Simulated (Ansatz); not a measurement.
# VCrC2 in Ansatz: convergence with k mesh

VCrC2:

```xyz
4
Lattice="1.4606 0.8433 4.7394 -1.4606 0.8433 4.7394 0.0000 -1.6866 4.7394" Properties=species:S:1:pos:R:3 pbc="T T T"
Cr    0.0000    0.0000    7.1091
V     0.0000    0.0000    0.0000
C     0.0000    0.0000    3.5369
C     0.0000    0.0000   10.6813
```

The cell comes from a database or a generator and needn't be the stable form of this composition.

* Program: Ansatz 0.2.0
* Task: convergence study
* Functional: PBEsol
* Potentials or basis: Ansatz PAW
* Cutoff: 420 eV (not typed: the program's choice for these potentials)
* k mesh: 3 × 3 × 3
* Occupations: cold, width 0.1 eV
* Spin: collinear spin, ferromagnetic start
* Starting moments: [3.0, 2.0, 0.0, 0.0] μB

These are the settings of the first run; the series varies k mesh, with any setting tied to it.

Hardware: 2 threads of Arm Neoverse V1 (shared host).

```csv
k mesh,"energy less the tightest run, at zero smearing (meV/atom)",pressure (GPa),largest force (eV/Å),absolute moment (μB),SCF cycles,CPU time (s),peak memory (GiB)
3 × 3 × 3,21.68,-7.12,0.169,1.63,16,3.4,0.31
4 × 4 × 4,22.81,-5.55,0.013,2.12,18,4.3,0.33
5 × 5 × 5,-9.47,-11.74,0.026,0.46,20,6.5,0.34
6 × 6 × 6,-3.50,-10.96,0.088,0.79,19,9.5,0.37
8 × 8 × 8,-3.13,-11.93,0.050,0.00,21,17,0.42
10 × 10 × 10,0.06,-11.01,0.029,0.78,23,30,0.47
12 × 12 × 12,-0.69,-11.44,0.018,0.54,24,49,0.55
15 × 15 × 15,-0.33,-11.57,0.015,0.43,23,91,0.71
17 × 17 × 17,0.00,-11.57,0.014,0.42,32,170,0.87
```

Against the tightest run, the energy stays within 1 meV/atom from 10 × 10 × 10 on; the pressure stays within 0.1 GPa from 15 × 15 × 15 on; the largest force stays within 0.005 eV/Å from 12 × 12 × 12 on; the absolute moment stays within 0.02 μB from 15 × 15 × 15 on. Meshes of other sizes hit other points, so gaps and Fermi surfaces needn't settle smoothly. The tightest run that finished is the yardstick and may itself not be fully converged.

Caveat, for the tightest run too: the pressure holds a Pulay correction of +0.4 GPa for the finite cutoff; the PAW data sets come from PBE, with cores solved anew for the run's functional, which leaves a small shift of forces and pressure; the starting moments weren't kept.
